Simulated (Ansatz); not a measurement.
# CH3BO: the cost of one run

Computed with Ansatz 0.2.0, Gaussian basis. Level: PBE0-D4/def2-TZVP structures, single points in def2-TZVPP, no counterpoise correction.

Levels: SPW92, PBE-D4, BLYP-D4, r2SCAN-D4, B97M-V, PBE0-D4, B3LYP-D4, r2SCAN0-D4, BHLYP-D4, CAM-B3LYP-D4, wB97X-V, wB97M-V, B2PLYP, PBE-QIDH, RPA on PBE, Hartree-Fock, MP2, CCSD, CCSD(T).

Correlated methods freeze the cores. B3LYP uses VWN-RPA correlation. B2PLYP carries no dispersion term here.

40 further runs of the same task are left out: 40 set aside as unsound or not needed.

### 1 Where the work starts

The complex: 8 atoms, charge 0, spin multiplicity 1.

Atoms are counted from 1 here; the program's logs count them from 0.

Bond lengths: B1–O3 1.205 Å, B1–C5 1.523 Å, F2–H4 0.937 Å, C5–H6 1.092 Å, C5–H7 1.092 Å, C5–H8 1.092 Å. Angles: O3–B1–C5 179.8°, B1–C5–H6 110.4°, B1–C5–H7 110.4°, B1–C5–H8 110.4°, H6–C5–H7 108.6°, H6–C5–H8 108.6°, H7–C5–H8 108.6°.

Geometry (Å):

```xyz
8
CH4BFO
B    -0.0920    0.0707    0.0722
F    -0.1737   -1.3022   -3.4799
O    -0.2887   -0.2892   -1.0609
H    -0.2314   -0.9345   -2.6203
C     0.1510    0.5283    1.5044
H    -0.7178    1.0709    1.8824
H     1.0198    1.1878    1.5502
H     0.3327   -0.3316    2.1521
```

Its parts: CH₃BO holds atoms 1, 3, 5, 6, 7, 8; HF holds atoms 2, 4. Each part counts its atoms afresh in its own runs.

### 2 Relaxing CH₃BO alone

relax-a/in.yaml reads:

```yaml
crystal:
  periodic: [false, false, false]
  atoms:
    - {symbol: B, position_ang: [-0.091991, 0.070708, 0.072156]}
    - {symbol: O, position_ang: [-0.288686, -0.289236, -1.060937]}
    - {symbol: C, position_ang: [0.150962, 0.528274, 1.504384]}
    - {symbol: H, position_ang: [-0.717752, 1.070896, 1.882365]}
    - {symbol: H, position_ang: [1.019834, 1.187759, 1.550151]}
    - {symbol: H, position_ang: [0.332717, -0.331593, 2.152108]}
basis:
  gaussian: {orbitals: def2-TZVP}
hamiltonian: {xc: pbe0, dispersion: d4}
relax: {f_tol: 0.005, max_steps: 200}
```

Started as:

```
> ansatz run in.yaml --threads 2 --pin off --events-out ev --progress --plain --max-ram 4352MiB
```

**Question.** How long does this run take on 2 threads of Arm Neoverse V1, shared host?

About 6 s.
